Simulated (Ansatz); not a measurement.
# C12H13NSi: one species, many methods

Aim: compute C12H13NSi with functionals from several rungs and with coupled cluster. The yardstick is the atomisation energy at the CCSD(T) limit.

Computed with Ansatz 0.2.0, Gaussian basis. Level: functionals in def2-TZVPP, the program's frozen cores in correlated methods.

The runs, in order: LDA (SPW92), PBE-D4, revPBE-D4, BLYP-D4, r2SCAN-D4, B97M-V, PBE0-D4, B3LYP-D4, r2SCANh-D4, r2SCAN0-D4, HSE06-D4, BHLYP-D4, CAM-B3LYP-D4, LC-ωPBE, ωB97X-V, ωB97M-V, B2PLYP, PBE-QIDH; CCSD(T)/def2-SVP; CCSD(T)/def2-TZVPP; MP2/def2-QZVPP; extrapolation to the limit; RPA on PBE.

## (1) The relaxed structure

All runs share one geometry, relaxed beforehand with PBE0-D4 in a triple-zeta def2 set.

SMILES `[SiH3]N(c1ccccc1)c1ccccc1`, 27 atoms, charge 0, spin multiplicity 1.

Atoms are counted from 1 here; the program's logs count them from 0.

Bond lengths: Si1–N2 1.744 Å, Si1–H15 1.480 Å, Si1–H16 1.485 Å, Si1–H17 1.490 Å, N2–C3 1.401 Å, N2–C9 1.419 Å, C3–C4 1.396 Å, C3–C8 1.397 Å, C4–C5 1.385 Å, C4–H18 1.085 Å, C5–C6 1.386 Å, C5–H19 1.084 Å, C6–C7 1.388 Å, C6–H20 1.083 Å, C7–C8 1.383 Å, C7–H21 1.084 Å, C8–H22 1.083 Å, C9–C10 1.393 Å and more. Angles: N2–Si1–H15 106.6°, N2–Si1–H16 109.8°, N2–Si1–H17 112.5°, H15–Si1–H16 111.2°, H15–Si1–H17 109.0°, H16–Si1–H17 107.9°, Si1–N2–C3 121.3°, Si1–N2–C9 119.7°, C3–N2–C9 118.7°, N2–C3–C4 120.4°, N2–C3–C8 121.2°, C4–C3–C8 118.4°, C3–C4–C5 120.7°, C3–C4–H18 120.2°, C5–C4–H18 119.1°, C4–C5–C6 120.6°, C4–C5–H19 119.2°, C6–C5–H19 120.2° and more.

As a file:

```csv
atom,x (Å),y (Å),z (Å)
Si1,-2.10641,-1.19886,1.13048
N2,-0.74308,-0.45706,0.33520
C3,-0.91218,0.62281,-0.54183
C4,-2.10602,1.34706,-0.54795
C5,-2.30142,2.38188,-1.44749
C6,-1.30920,2.72996,-2.34972
C7,-0.11710,2.01939,-2.34190
C8,0.08382,0.97639,-1.45595
C9,0.57456,-0.85798,0.67740
C10,1.45160,0.04849,1.26832
C11,2.73207,-0.34503,1.61529
C12,3.14992,-1.65001,1.39014
C13,2.27834,-2.55531,0.80617
C14,0.99969,-2.16004,0.44227
H15,-1.59888,-2.42556,1.78487
H16,-3.15664,-1.52002,0.13096
H17,-2.71297,-0.31356,2.16435
H18,-2.88746,1.11591,0.16870
H19,-3.23792,2.92783,-1.42995
H20,-1.46070,3.54416,-3.04782
H21,0.66989,2.27363,-3.04324
H22,1.01498,0.42428,-1.47175
H23,1.11808,1.06418,1.44750
H24,3.40542,0.36928,2.07534
H25,4.15097,-1.95776,1.66829
H26,2.59647,-3.57475,0.62006
H27,0.32246,-2.85960,-0.03412
```

## (2) LDA

This LDA is Slater exchange with PW92 correlation.

in.yaml reads:

```yaml
crystal:
  periodic: [false, false, false]
  atoms:
    - {symbol: Si, position_ang: [-2.106406, -1.198863, 1.130479]}
    - {symbol: N, position_ang: [-0.743079, -0.457064, 0.335195]}
    - {symbol: C, position_ang: [-0.912184, 0.622813, -0.541826]}
    - {symbol: C, position_ang: [-2.106024, 1.347057, -0.547955]}
    - {symbol: C, position_ang: [-2.301419, 2.381878, -1.447494]}
    - {symbol: C, position_ang: [-1.309203, 2.729960, -2.349724]}
    - {symbol: C, position_ang: [-0.117103, 2.019387, -2.341903]}
    - {symbol: C, position_ang: [0.083816, 0.976391, -1.455951]}
    - {symbol: C, position_ang: [0.574565, -0.857983, 0.677402]}
    - {symbol: C, position_ang: [1.451603, 0.048492, 1.268324]}
    - {symbol: C, position_ang: [2.732070, -0.345031, 1.615290]}
    - {symbol: C, position_ang: [3.149917, -1.650014, 1.390141]}
    - {symbol: C, position_ang: [2.278338, -2.555308, 0.806174]}
    - {symbol: C, position_ang: [0.999693, -2.160039, 0.442274]}
    - {symbol: H, position_ang: [-1.598883, -2.425557, 1.784872]}
    - {symbol: H, position_ang: [-3.156635, -1.520017, 0.130959]}
    - {symbol: H, position_ang: [-2.712967, -0.313561, 2.164350]}
    - {symbol: H, position_ang: [-2.887457, 1.115913, 0.168697]}
    - {symbol: H, position_ang: [-3.237918, 2.927829, -1.429950]}
    - {symbol: H, position_ang: [-1.460697, 3.544162, -3.047824]}
    - {symbol: H, position_ang: [0.669888, 2.273625, -3.043241]}
    - {symbol: H, position_ang: [1.014980, 0.424282, -1.471751]}
    - {symbol: H, position_ang: [1.118079, 1.064181, 1.447496]}
    - {symbol: H, position_ang: [3.405423, 0.369285, 2.075336]}
    - {symbol: H, position_ang: [4.150975, -1.957761, 1.668294]}
    - {symbol: H, position_ang: [2.596466, -3.574752, 0.620057]}
    - {symbol: H, position_ang: [0.322463, -2.859602, -0.034121]}
basis:
  gaussian: {orbitals: def2-TZVPP}
hamiltonian: {xc: lda}
output: {orbitals: {seedname: orbitals}}
```

Command:

```
$ ansatz run in.yaml --threads 11 --pin off --events-out ev --progress --plain --max-ram 120832MiB --backend cuda --devices 0, --max-vram 75GiB
```

After this run come: PBE-D4 (GGA); revPBE-D4 (GGA); BLYP-D4 (GGA); r2SCAN-D4 (meta-GGA); B97M-V (meta-GGA); B3LYP-D4 (hybrid); r2SCANh-D4 (hybrid); r2SCAN0-D4 (hybrid); HSE06-D4 (hybrid); BHLYP-D4 (hybrid); CAM-B3LYP-D4 (range-separated); LC-ωPBE (range-separated); ωB97X-V (range-separated); ωB97M-V (range-separated); B2PLYP (double hybrid); PBE-QIDH (double hybrid); CCSD(T) in def2-SVP; CCSD(T) in def2-TZVPP; MP2 in def2-QZVPP; RPA on PBE orbitals.

**Question.** What will the summary of the whole plan be? Wanted: atomisation energy, CCSD(T)/CBS; farthest beyond LDA; mean size of error, GGA; mean size of error, meta-GGA; mean size of error, hybrid; mean size of error, range-separated; mean size of error, double hybrid; gap, smallest and largest; T1 diagnostic.

**Answer**, as computed:

```
                                quantity                                             value
         atomisation energy, CCSD(T)/CBS                                   2995.3 kcal/mol
functionals within 15.0 kcal/mol (0.5 %)  r2SCANh-D4, r2SCAN0-D4, LC-ωPBE, ωB97X-V, B2PLYP
                     farthest beyond LDA                          PBE-D4 (+118.1 kcal/mol)
                 mean size of error, GGA                                     61.3 kcal/mol
            mean size of error, meta-GGA                                     28.4 kcal/mol
              mean size of error, hybrid                                     40.2 kcal/mol
     mean size of error, range-separated                                     17.9 kcal/mol
       mean size of error, double hybrid                                     18.8 kcal/mol
               gap, smallest and largest          3.49 eV (LDA (SPW92)), 9.85 eV (LC-ωPBE)
                           T1 diagnostic                                            0.0112
 triples share of the correlation energy                                             5.1 %
```

**Reading.** LDA overbinds by 479.0 kcal/mol (16 %). PBE-D4 is off by +118.1 kcal/mol. Double hybrids carry the basis error of their MP2 part in triple zeta, and no dispersion term here, so their miss is partly the set-up's. By mean error the best rung here is range-separated (17.9 kcal/mol) and the worst beyond LDA is GGA (61.3 kcal/mol). The gap between the best rungs is small, so their order is not settled. Misses under about 15.0 kcal/mol are within the doubt on the reference itself, which lacks core-valence correlation, relativity and higher excitations. Hartree-Fock recovers 74 % of the binding; the rest is correlation. CCSD(T) in def2-SVP is off by -111.5 kcal/mol, more than most functionals: a good method in a small basis is no reference. Orbital gaps span 3.5 to 9.8 eV; exact exchange widens them. The restricted reference is unstable towards a spin-broken one.
